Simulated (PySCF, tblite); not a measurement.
# C₅H₁₄BN₃O: geometry, infrared bands and NMR shifts

What infrared bands and NMR shifts should C₅H₁₄BN₃O (`C[C@@H](B(N)N)[C@@H](C)C(N)=O`) show?

Programs: tblite 0.8.0 and PySCF 2.14.0, with density-fitted response routines of our own. Each step states its level of theory. These are calculated values for one molecule in the gas phase, unless marked as measured. Atoms count from 0, in the outputs and in this text.

## Step 1: The starting structure

24 atoms, charge 0, multiplicity 1; geometry from: force field or distance geometry start.

Bonds of the start (Å): C0–C1 1.48, C1–B2 1.59, B2–N3 1.53, B2–N4 1.54, C1–C5 1.48, C5–C6 1.53, C5–C7 1.46, C7–N8 1.44, C7–O9 1.27, C0–H10 1.14, C0–H11 1.09, C0–H12 1.11, C1–H13 1.12, N3–H14 1.02, N3–H15 1.07, N4–H16 1.06, N4–H17 1.06, C5–H18 1.13, C6–H19 1.11, C6–H20 1.09, C6–H21 1.11, N8–H22 1.02, N8–H23 1.04.

## Step 2: Optimising the geometry with GFN2-xTB

The job: settings as JSON, then the geometry in Å.

```
{"job": {"kind": "relax", "xc": "GFN2-xTB", "basis": "xTB"}, "charge": 0, "multiplicity": 1}
C     -0.940000     1.390200    -1.252200
C     -0.459700     0.807800     0.015200
B     -1.443500    -0.364300     0.445200
N     -1.564900    -1.587600    -0.467300
N     -2.774400     0.115100     1.044300
C      0.970200     0.414000     0.070100
C      1.387200    -0.175700     1.414900
C      1.461800    -0.469600    -0.980800
N      2.843200    -0.884400    -0.981800
O      0.753300    -0.933800    -1.921300
H     -2.053300     1.585500    -1.099000
H     -0.877900     0.727800    -2.110200
H     -0.513400     2.405900    -1.380600
H     -0.591200     1.593400     0.808400
H     -0.659900    -2.022400    -0.665100
H     -2.242500    -2.286700    -0.016200
H     -3.428900     0.175300     0.208300
H     -2.683500     1.119900     1.355500
H      1.568800     1.366300    -0.003100
H      1.647300     0.677300     2.068100
H      2.310900    -0.737500     1.247100
H      0.591300    -0.829300     1.834700
H      3.143800    -1.659000    -1.575200
H      3.543500    -0.408400    -0.384500
```

The run is started by

```sh
$ OMP_NUM_THREADS=1 python probes_run.py task.json out
```

One launch serves the whole session: the jobs run in the order shown.

**Question.** This job is followed by: GFN2-xTB harmonic vibrations, gas phase; GIAO PBE0/pcSseg-1 NMR shielding, non-relativistic, gas phase. Predict these results of the whole session: strongest single infrared mode (GFN2-xTB); zero-point energy (GFN2-xTB); 13C shifts against TMS (PBE0/pcSseg-1); 1H shifts against TMS (PBE0/pcSseg-1, means over atoms taken as alike); 11B shifts against BF3·OEt2 (PBE0/pcSseg-1); 15N shifts against NH3 (PBE0/pcSseg-1, means over atoms taken as alike); 17O shifts against H2O (PBE0/pcSseg-1).

The runs gave:

| quantity | value |
| --- | --- |
| strongest single infrared mode (GFN2-xTB) | 1740 cm⁻¹, 418 km/mol |
| zero-point energy (GFN2-xTB) | 127.3 kcal/mol |
| 13C shifts against TMS (PBE0/pcSseg-1) | 181.2, 48.4, 30.8, 22.7, 20.0 ppm |
| 1H shifts against TMS (PBE0/pcSseg-1, means over atoms taken as alike) | 4.97, 4.68, 2.75, 2.00, 1.37, 1.16, 0.84 ppm |
| 11B shifts against BF3·OEt2 (PBE0/pcSseg-1) | 26.9 ppm |
| 15N shifts against NH3 (PBE0/pcSseg-1, means over atoms taken as alike) | 126.0, 67.3 ppm |
| 17O shifts against H2O (PBE0/pcSseg-1) | 396.0 ppm |

What this shows: The optimisation took 220 steps and gained 2.415 eV; among the close pairs (by a distance rule), B2–N3 changed most, from 1.531 to 1.393 Å. No mode is imaginary among the 66: a minimum at this level. The strongest single mode, at 1740 cm⁻¹, moves mainly C7 and O9. GFN2-xTB is a fitted tight-binding method: band positions and strengths are rough. Its intensities can rank the bands wrongly. At PBE0/pcSseg-1: The largest span, 678 ppm, is at O9, where the paramagnetic term is -464 ppm.
